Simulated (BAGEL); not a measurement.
**BPNH5S (SMILES NBPS): HF/3-21G (density fitting with qzvpp-jkfit)**

What is the vertical singlet–triplet gap of BPNH5S at HF/3-21G (density fitting with qzvpp-jkfit)? 

Program for the calculation: BAGEL 1.2.2.

## Step 1: The structure to begin with

The species is BPNH5S (9 atoms), meant as a singlet with charge 0. SMILES: `NBPS`. The coordinates come from a PBE0-D4/def2-TZVP relaxation. This is one conformer, not always the lowest.

Bond lengths: N1–B2 1.383 Å, B2–P3 1.948 Å, P3–S4 2.131 Å, N1–H5 1.007 Å, N1–H6 1.007 Å, B2–H7 1.196 Å, P3–H8 1.420 Å, S4–H9 1.342 Å. Angles: N1–B2–P3 117.8°, B2–P3–S4 94.1°, N1–B2–H7 119.3°, P3–B2–H7 122.9°, B2–N1–H5 123.2°, B2–N1–H6 123.0°, B2–P3–H8 97.8°, S4–P3–H8 97.2°, P3–S4–H9 95.3°, H5–N1–H6 113.8°.

## Step 2: A single-point energy at HF/3-21G (density fitting with qzvpp-jkfit)

File hf.json:

```json
{ "bagel": [

{
  "title": "molecule",
  "basis": "3-21g",
  "df_basis": "qzvpp-jkfit",
  "angstrom": true,
  "geometry": [
    { "atom": "N", "xyz": [    0.614100,    1.314700,   -0.950300 ] },
    { "atom": "B", "xyz": [    0.768700,    0.115100,   -0.279800 ] },
    { "atom": "P", "xyz": [   -0.763300,   -1.086500,   -0.204400 ] },
    { "atom": "S", "xyz": [   -1.031000,   -0.857900,    1.897100 ] },
    { "atom": "H", "xyz": [   -0.234600,    1.576100,   -1.425600 ] },
    { "atom": "H", "xyz": [    1.331100,    2.020700,   -0.982200 ] },
    { "atom": "H", "xyz": [    1.811100,   -0.126300,    0.255200 ] },
    { "atom": "H", "xyz": [   -0.046300,   -2.311100,   -0.161500 ] },
    { "atom": "H", "xyz": [   -2.361400,   -0.691000,    1.834600 ] }
  ]
},
{
  "title": "hf",
  "charge": 0
},
{
  "title": "print",
  "file": "orbitals.molden",
  "orbitals": true
}

]}
```

Launch:

```
$ BAGEL_NUM_THREADS=1 BAGEL hf.json > hf.out
```

Log:

```text
* using 1 threads per process

  ===============================================================
  ===============================================================

  *** Geometry ***

  { "atom" : "N", "xyz" : [      1.160481,      2.484423,     -1.795807 ] },
  { "atom" : "B", "xyz" : [      1.452632,      0.217507,     -0.528745 ] },
  { "atom" : "P", "xyz" : [     -1.442428,     -2.053187,     -0.386260 ] },
  { "atom" : "S", "xyz" : [     -1.948308,     -1.621196,      3.584999 ] },
  { "atom" : "H", "xyz" : [     -0.443330,      2.978397,     -2.693994 ] },
  { "atom" : "H", "xyz" : [      2.515414,      3.818570,     -1.856089 ] },
  { "atom" : "H", "xyz" : [      3.422483,     -0.238672,      0.482258 ] },
  { "atom" : "H", "xyz" : [     -0.087494,     -4.367346,     -0.305191 ] },
  { "atom" : "H", "xyz" : [     -4.462399,     -1.305801,      3.466892 ] },

  Number of auxiliary basis functions:      498

  Since a DF basis is specified, we compute 2- and 3-index integrals:
    o Being stored without compression. Storage requirement is 0.012 GB

  Number of basis functions:       54
  Number of electrons      :       48

    * METHOD: MOLECULE                             0.18

  *** RHF ***

  === Nuclear Repulsion ===
   192.7980792791

      * DIIS with orbital gradients will be used.

  === RHF iteration (3-21g) ===
      0       -816.08822437          0.01954454           0.04
      1       -816.16268900          0.00951250           0.04
      2       -816.17981584          0.00148107           0.04
      3       -816.18068920          0.00019354           0.04
      4       -816.18072060          0.00006417           0.04
      5       -816.18072473          0.00001869           0.04
      6       -816.18072514          0.00000587           0.04
      7       -816.18072518          0.00000214           0.04
      8       -816.18072519          0.00000059           0.04
      9       -816.18072519          0.00000019           0.04
     10       -816.18072519          0.00000008           0.04
     11       -816.18072519          0.00000003           0.04
     12       -816.18072519          0.00000001           0.04
    * SCF iteration converged.

    * Permanent dipole moment:
           (   -0.168209,    -0.910074,     0.939270) a.u.

    * METHOD: HF                                   0.61

    * METHOD: PRINT                                0.00

  ===============================================================
```

Wall time 1.1 s (1 thread of Intel Xeon Platinum 8488C (Sapphire Rapids), shared host); peak memory 0.086 GiB.

## Step 3: The triplet

File input.json:

```json
{ "bagel": [

{
  "title": "molecule",
  "basis": "3-21g",
  "df_basis": "qzvpp-jkfit",
  "angstrom": "true",
  "geometry": [
    { "atom": "N", "xyz": [    0.614100,    1.314700,   -0.950300 ] },
    { "atom": "B", "xyz": [    0.768700,    0.115100,   -0.279800 ] },
    { "atom": "P", "xyz": [   -0.763300,   -1.086500,   -0.204400 ] },
    { "atom": "S", "xyz": [   -1.031000,   -0.857900,    1.897100 ] },
    { "atom": "H", "xyz": [   -0.234600,    1.576100,   -1.425600 ] },
    { "atom": "H", "xyz": [    1.331100,    2.020700,   -0.982200 ] },
    { "atom": "H", "xyz": [    1.811100,   -0.126300,    0.255200 ] },
    { "atom": "H", "xyz": [   -0.046300,   -2.311100,   -0.161500 ] },
    { "atom": "H", "xyz": [   -2.361400,   -0.691000,    1.834600 ] }
  ]
},
{
  "title": "uhf",
  "nopen": 2
},
{
  "title": "print",
  "file": "orbitals.molden",
  "orbitals": "true"
}

]}
```

Launch:

```
$ BAGEL_NUM_THREADS=1 BAGEL input.json > input.out
```

Log:

```text
* using 1 threads per process

  ===============================================================
  ===============================================================

  *** Geometry ***

  { "atom" : "N", "xyz" : [      1.160481,      2.484423,     -1.795807 ] },
  { "atom" : "B", "xyz" : [      1.452632,      0.217507,     -0.528745 ] },
  { "atom" : "P", "xyz" : [     -1.442428,     -2.053187,     -0.386260 ] },
  { "atom" : "S", "xyz" : [     -1.948308,     -1.621196,      3.584999 ] },
  { "atom" : "H", "xyz" : [     -0.443330,      2.978397,     -2.693994 ] },
  { "atom" : "H", "xyz" : [      2.515414,      3.818570,     -1.856089 ] },
  { "atom" : "H", "xyz" : [      3.422483,     -0.238672,      0.482258 ] },
  { "atom" : "H", "xyz" : [     -0.087494,     -4.367346,     -0.305191 ] },
  { "atom" : "H", "xyz" : [     -4.462399,     -1.305801,      3.466892 ] },

  Number of auxiliary basis functions:      498

  Since a DF basis is specified, we compute 2- and 3-index integrals:
    o Being stored without compression. Storage requirement is 0.012 GB

  Number of basis functions:       54
  Number of electrons      :       48

    * METHOD: MOLECULE                             0.18

  *** Open-shell HF ***

  === Nuclear Repulsion ===
   192.7980792791

      * DIIS with orbital gradients will be used.

  === UHF iteration (3-21g) ===
      0       -815.87661243          0.04238861           0.07
      1       -815.97509834          0.02172063           0.07
      2       -815.99859288          0.01249633           0.07
      3       -816.00889080          0.00218740           0.07
      4       -816.01399556          0.00166839           0.07
      5       -816.01778986          0.00128155           0.07
      6       -816.02136524          0.00076473           0.07
      7       -816.02229234          0.00046075           0.07
      8       -816.02274354          0.00026138           0.07
      9       -816.02282475          0.00013532           0.07
     10       -816.02286220          0.00006390           0.07
     11       -816.02286990          0.00003490           0.07
     12       -816.02287200          0.00002210           0.07
     13       -816.02287286          0.00001421           0.08
     14       -816.02287329          0.00000849           0.07
     15       -816.02287348          0.00000279           0.07
     16       -816.02287349          0.00000162           0.07
     17       -816.02287349          0.00000109           0.08
     18       -816.02287349          0.00000063           0.07
     19       -816.02287349          0.00000035           0.07
     20       -816.02287350          0.00000019           0.07
     21       -816.02287350          0.00000010           0.07
     22       -816.02287350          0.00000005           0.08
     23       -816.02287350          0.00000002           0.07
     24       -816.02287350          0.00000001           0.07
     25       -816.02287350          0.00000001           0.07
    * SCF iteration converged.

    * S^2 (UHF) is 2.0167

    * Permanent dipole moment:
           (    0.038311,    -0.827909,     1.451169) a.u.

    * METHOD: UHF                                  2.01

    * METHOD: PRINT                                0.01

  ===============================================================
```

It took 2.5 s on 1 thread of Intel Xeon Platinum 8488C (Sapphire Rapids), shared host; peak memory 0.087 GiB.

## Step 4: Results

Level: HF/3-21G (density fitting with qzvpp-jkfit).

| quantity | value |
| --- | --- |
| singlet: total energy | -816.18073 Eh |
| singlet: dipole moment | 3.35 D |
| singlet: HOMO energy | -9.56 eV |
| singlet: LUMO energy | 2.81 eV |
| singlet: HOMO–LUMO gap | 12.37 eV |
| triplet: total energy | -816.02287 Eh |
| triplet: dipole moment | 4.25 D |
| triplet: ⟨S²⟩ | 2.017 |
| vertical energy of the triplet above the singlet | 4.295 eV |

**Reading.** At this shape the triplet lies 4.30 eV (99 kcal/mol) above the singlet.
